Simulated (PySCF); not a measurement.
**One shape, several levels: InBr2F (SMILES [F][In]([Br])[Br])**

Aim: a comparison of 6 runs (HF/def2-SVP, BLYP/3-21G, PBE0/def2-SVP, BP86/def2-TZVP, PBE/def2-TZVP, CCSD/def2-SVP) of InBr2F. Input form: a Python script.

The results are computed with PySCF 2.14.0.

## Step 1: The structure to begin with

The species is InBr2F (4 atoms), meant as a singlet with charge 0. As SMILES, `[F][In]([Br])[Br]`. The coordinates come from a PBE0-D4/def2-TZVP relaxation.

Bond lengths: F1–In2 1.930 Å, In2–Br3 2.426 Å, In2–Br4 2.426 Å. Angles: F1–In2–Br3 117.1°, F1–In2–Br4 117.1°, Br3–In2–Br4 125.8°.

## Step 2: Energy and gradient at HF/def2-SVP (core potential) (run 1)

The input, mol.xyz:

```xyz
4

F      0.420800     1.189000     1.538500
In     0.028100     0.026900     0.048700
Br     1.203500    -2.093300    -0.037700
Br    -1.596800     0.817200    -1.569800
```

The input, job.py:

```python
# [F][In]([Br])[Br]
import pyscf.grad
from pyscf import gto

mol = gto.M(
    atom='mol.xyz',
    basis='def2-svp',
    max_memory=1860,
    spin=0,
    ecp={'In': 'def2-svp'},
    verbose=4,
)

myscf = mol.RHF()
myscf.conv_tol = 1e-10
myscf.kernel()
if not myscf.converged:
    myscf = myscf.newton().run(myscf.mo_coeff, myscf.mo_occ)

e_tot = myscf.e_tot
print('E(%s) = %.9f' % ('HF', e_tot))
grad = myscf.Gradients().kernel()
myscf.analyze()
```

On the command line:

```console
$ OMP_NUM_THREADS=1 python job.py
```

What it wrote:

```text
PySCF version 2.14.0

[... 91 lines left out ...]
MO #9   energy= -58.5288262719837  occ= 2
[... 18 lines left out ...]
MO #28  energy= -3.20293755189504  occ= 2
[... 18 lines left out ...]
MO #47  energy= -0.452879609959143 occ= 2
[... 18 lines left out ...]
MO #66  energy= 0.716397242911852  occ= 0
[... 18 lines left out ...]
MO #85  energy= 2.050596759078     occ= 0
[... 18 lines left out ...]
MO #104 energy= 61.6021180105214   occ= 0
[... 111 lines left out ...]
Dipole moment(X, Y, Z, Debye): -0.29844, -0.88388, -1.13303
```

It took 16 s on 1 thread of Intel Xeon at 2.70GHz, shared host; peak memory 0.23 GiB.

## Step 3: Energy and gradient at BLYP/3-21G (run 2)

The input, run.py:

```python
import pyscf.grad
from pyscf import gto, dft

mol = gto.M(
    atom='''
F      0.795197     2.246884     2.907344
In     0.053101     0.050834     0.092030
Br     2.274285    -3.955764    -0.071243
Br    -3.017515     1.544284    -2.966492
''',
    max_memory=1860,
    unit='bohr',
    spin=0,
    verbose=4,
    basis='3-21g',
)

ks = dft.RKS(mol, xc='blyp')
ks.grids.level = 5
ks.conv_tol = 1e-10
ks.kernel()
if not ks.converged:
    ks = ks.newton().run(ks.mo_coeff, ks.mo_occ)

e_final = ks.e_tot
print(f'total energy: {e_final:.8f} hartree')
grad = ks.Gradients().kernel()
dip = ks.dip_moment()
pop, q = ks.mulliken_pop()
```

On the command line:

```console
$ OMP_NUM_THREADS=1 python run.py
```

What it wrote:

```text
PySCF version 2.14.0

[... 76 lines left out ...]
converged SCF energy = -10940.2242010908
total energy: -10940.22420109 hartree
[... 11 lines left out ...]
Dipole moment(X, Y, Z, Debye): -0.07803, -0.23141, -0.29659
[... 89 lines left out ...]
charge of    3Br =     -0.22706
```

It took 26 s on 1 thread of Intel Xeon at 2.70GHz, shared host; peak memory 0.84 GiB.

Runs 3 to 5 aren't shown in full; the table further down has their settings and results.

## Step 4: A single-point energy at CCSD/def2-SVP (core potential) (run 6)

The input, input.xyz:

```xyz
4

F      0.420800     1.189000     1.538500
In     0.028100     0.026900     0.048700
Br     1.203500    -2.093300    -0.037700
Br    -1.596800     0.817200    -1.569800
```

The input, run.py:

```python
from pyscf import gto, cc

molecule = gto.M(
    atom='input.xyz',
    ecp={'In': 'def2-svp'},
    verbose=4,
    basis='def2-svp',
    max_memory=1860,
    spin=0,
)

calc0 = molecule.RHF()
calc0.conv_tol = 1e-10
calc0.kernel()
if not calc0.converged:
    calc0 = calc0.newton().run(calc0.mo_coeff, calc0.mo_occ)

mycc = cc.CCSD(calc0, frozen=23)
mycc.kernel()
e_tot = mycc.e_tot
print('E(%s) = %.9f' % ('CCSD', e_tot))
calc0.analyze()
```

On the command line:

```console
$ OMP_NUM_THREADS=1 python run.py
```

What it wrote:

```text
PySCF version 2.14.0

[... 103 lines left out ...]
MO #4   energy= -65.1582091813005  occ= 2
[... 19 lines left out ...]
MO #24  energy= -3.20573940777347  occ= 2
[... 19 lines left out ...]
MO #44  energy= -0.594397839691824 occ= 2
[... 19 lines left out ...]
MO #64  energy= 0.60153144009087   occ= 0
[... 19 lines left out ...]
MO #84  energy= 1.64442856709531   occ= 0
[... 19 lines left out ...]
MO #104 energy= 61.6021180105214   occ= 0
[... 111 lines left out ...]
Dipole moment(X, Y, Z, Debye): -0.29844, -0.88388, -1.13303
```

It took 43 s on 1 thread of Intel Xeon at 2.70GHz, shared host; peak memory 0.69 GiB.

## Step 5: Overview of the runs

| run | level | core potential | integration grid | energy (Eh) | dipole moment (D) of the reference | HOMO energy (eV) | LUMO energy (eV) | wall time |
| --- | --- | --- | --- | --- | --- | --- | --- | --- |
| 1 | HF/def2-SVP (core potential) | def2-svp | – | -5432.910690 | 1.47 | -11.86 | 0.51 | 16 s |
| 2 | BLYP/3-21G | – | 5 | -10940.224201 | 0.38 | -6.98 | -3.17 | 26 s |
| 3 | PBE0/def2-SVP (core potential) | def2-svp | 5 | -5437.023500 | 1.30 | -8.88 | -2.94 | 40 s |
| 4 | BP86/def2-TZVP (core potential) | def2-svp | 5 | -5439.135736 | 1.27 | -7.79 | -4.04 | 2.2 min |
| 5 | PBE/def2-TZVP (core potential) | def2-svp | 5 | -5437.612634 | 1.27 | -7.68 | -3.88 | 2.1 min |
| 6 | CCSD/def2-SVP (core potential) | def2-svp | – | -5433.638632 | 1.47 | -11.86 | 0.51 | 43 s |

## Step 6: Results

| quantity | value |
| --- | --- |
| run 6: total energy | -5433.63863 Eh |
| run 6: dipole moment (Hartree–Fock density) | 1.47 D |
| run 6: HOMO energy (Hartree–Fock orbitals) | -11.86 eV |
| run 6: LUMO energy (Hartree–Fock orbitals) | 0.51 eV |
| run 6: HOMO–LUMO gap (Hartree–Fock orbitals) | 12.37 eV |
| run 6: correlation energy (23 core orbitals frozen) | -727.9 mEh |
| run 6: T1 diagnostic | 0.010 |

What this shows: Over runs 1, 2, 3, 4, 5 the dipole moment (its size) runs from 0.38 D (BLYP/3-21G) to 1.47 D (HF/def2-SVP). The two ends differ in method and basis and core potential. Over runs 1, 2, 3, 4, 5 the HOMO–LUMO gap runs from 3.76 eV (BP86/def2-TZVP) to 12.37 eV (HF/def2-SVP). The two ends differ in method and basis. Totals of different functionals can't be ranked against each other. Some runs of one species differ in core potentials or relativity; totals across that change don't compare. In run 2 relativity is left out where basis or elements ask for it. All runs together took 6.3 min, the longest 2.2 min.
